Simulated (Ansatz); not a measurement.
This script makes a convergence test of the plane-wave cutoff of RbBa3, space group Fm-3m with the Python package of Ansatz (0.2.0).

Input file `rbba3.cif`:
```cif
data_RbBa3
_cell_length_a 7.327260
_cell_length_b 7.327260
_cell_length_c 7.327260
_cell_angle_alpha 60.00000
_cell_angle_beta 60.00000
_cell_angle_gamma 60.00000
_symmetry_space_group_name_H-M 'P 1'
_symmetry_Int_Tables_number 1
loop_
_symmetry_equiv_pos_as_xyz
'x, y, z'
loop_
_atom_site_label
_atom_site_type_symbol
_atom_site_fract_x
_atom_site_fract_y
_atom_site_fract_z
Rb1 Rb    0.000000    0.000000    0.000000
Ba2 Ba    0.250000    0.250000    0.250000
Ba3 Ba    0.750000    0.750000    0.750000
Ba4 Ba    0.500000    0.500000    0.500000
```

`ecut_rbba3.py`:
```python
import ansatz as az
from ase.io import read
from tabulate import tabulate

atoms = read("rbba3.cif")
xtal = az.Crystal.from_ase(atoms)

calc = (
    xtal.calculation()
    .functional("pbesol")
    .kpoints(5, 5, 5)
    .occupations("methfessel_paxton", width=0.1)
    .stress()
)

rows = []
for value in [250, 325, 400, 475, 550]:
    data = calc.basis(value).run(threads=1, pin="off").report
    rows.append((value, data["free_energy_ev"] / len(data["lattice"]["sites"]), data["n_iterations"], sum(data["stress_gpa"][i][i] for i in range(3)) / 3, data["n_pw"]))

print(tabulate(rows, headers=["cutoff (eV)", "F/atom (eV)", "iterations", "P (GPa)", "plane waves"], floatfmt=".4f", tablefmt="simple"))

for row in rows[:-1]:
    shift = 1000 * (row[1] - rows[-1][1])
    print(f"{row[0]}: {shift:+.2f} meV/atom" + ("  (within 5 meV)" if abs(shift) < 5 else ""))
```

How fast does the energy converge with the cutoff (threshold 5 meV an atom)?

From 325 eV on it stays within 5 meV an atom of the value at 550 eV; the first row (250 eV) is off by 72.2 meV and the last but one by 0.03 meV. The energy falls steadily, as expected when plane waves are added. The pressure moves from -0.48 to -0.48 GPa (the program's stress holds a Pulay correction, so it settles early).

The output:

`python ecut_rbba3.py` gives:
```text
DeckWarning: basis.ecutwfc = 250 eV is below the records' recommended 420 eV, and the density's cutoff is lower with it unless basis.ecutrho_ratio is high enough to keep the records' density cutoff: compare with a run at a higher cutoff
DeckWarning: basis.ecutwfc = 325 eV is below the records' recommended 420 eV, and the density's cutoff is lower with it unless basis.ecutrho_ratio is high enough to keep the records' density cutoff: compare with a run at a higher cutoff
DeckWarning: basis.ecutwfc = 400 eV is below the records' recommended 420 eV, and the density's cutoff is lower with it unless basis.ecutrho_ratio is high enough to keep the records' density cutoff: compare with a run at a higher cutoff
  cutoff (eV)    F/atom (eV)    iterations    P (GPa)    plane waves
-------------  -------------  ------------  ---------  -------------
          250     -5200.9724             7    -0.4794           2445
          325     -5201.0416             7    -0.4780           3719
          400     -5201.0445             7    -0.4792           5029
          475     -5201.0446             7    -0.4792           6567
          550     -5201.0446             7    -0.4793           8099
250: +72.18 meV/atom
325: +2.96 meV/atom  (within 5 meV)
400: +0.12 meV/atom  (within 5 meV)
475: +0.03 meV/atom  (within 5 meV)
```
(Warnings from the package without file and line.)

Notes:
- The mesh is modest for a metal, so energies can be off by several to tens of meV an atom and pressures by half a GPa or more; differences at equal mesh fare better.
- Pressure is positive in compression.
- The structure comes from a database of computed cells and needn't be a stable or known phase.
- Shifts are counted from the last row, which is itself no proven limit.
- Timing: 20 s on 1 thread of Arm Neoverse V1, with other jobs on the host, peak memory 0.65 GiB.
